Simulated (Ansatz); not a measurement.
# TeS3: the cost of one run

Program: Ansatz 0.2.0. Level of theory: DFT r2SCAN, scalar-relativistic, plane waves, PAW. These are calculated values, not measurements.

1 further run of the same task is left out (it didn't finish).

### Step 1. The structure to begin with

It takes space group Pm-3m (No. 221, cubic). The conventional cell has a = 4.544 Å, b = 4.544 Å, c = 4.544 Å, α = 90.00°, β = 90.00°, γ = 90.00°. Around Te (site symmetry m-3m) lie 12 S at 3.21 Å. S (site symmetry 4/mmm) has 4 Te at 3.21 Å and 8 S at 3.21 Å as nearest neighbours.

As a file:

```cif
data_structure
_symmetry_space_group_name_H-M 'P 1'
_symmetry_Int_Tables_number 1
_cell_length_a 4.5445
_cell_length_b 4.5445
_cell_length_c 4.5445
_cell_angle_alpha 90.000
_cell_angle_beta 90.000
_cell_angle_gamma 90.000
_cell_volume 93.85
loop_
_atom_site_label
_atom_site_type_symbol
_atom_site_fract_x
_atom_site_fract_y
_atom_site_fract_z
_atom_site_occupancy
Te1 Te 0.00000 0.00000 0.00000 1
S1 S 0.00000 0.50000 0.50000 1
S2 S 0.50000 0.00000 0.50000 1
S3 S 0.50000 0.50000 0.00000 1
```

This is candidate A: Cu3Au (L1_2) type (Pm-3m, No. 221).

(A quick probe on a coarse mesh, which set the mesh and smearing, is not shown.)

### Step 3. Coarse relaxation (candidate A)

Input file input.yaml:

```yaml
crystal:
  lattice:
    - [4.5444630667, 0.0, 0.0]
    - [0.0, 4.5444630667, 0.0]
    - [0.0, 0.0, 4.5444630667]
  atoms:
    - { symbol: Te, position: [0.0, 0.0, 0.0] }
    - { symbol: S, position: [0.0, 0.5, 0.5] }
    - { symbol: S, position: [0.5, 0.0, 0.5] }
    - { symbol: S, position: [0.5, 0.5, 0.0] }
basis:
  ecutwfc: 500
kpoints:
  mp_grid: { grid: [4, 4, 4] }
hamiltonian:
  xc: r2scan
scf:
  occupations: { method: gaussian, width: 0.1 }
  lower_state_search: "off"
output:
  forces: true
  stress: true
  eigenvalues: true
relax:
  adjacent_minimum: "off"
  f_tol: 0.04
  max_steps: 70
  cell: { stress_tol: 0.4 }
```

Launch:

```
$ ansatz run input.yaml --threads 1 --pin off --max-ram 2560MiB --backend cpu --events-out ev --progress --plain --runs-dir out
```

Q: Estimate wall time and peak memory on 1 thread of AMD EPYC 7R43 (Zen 3), shared host.

About 38 s, with a peak of 0.59 GiB.
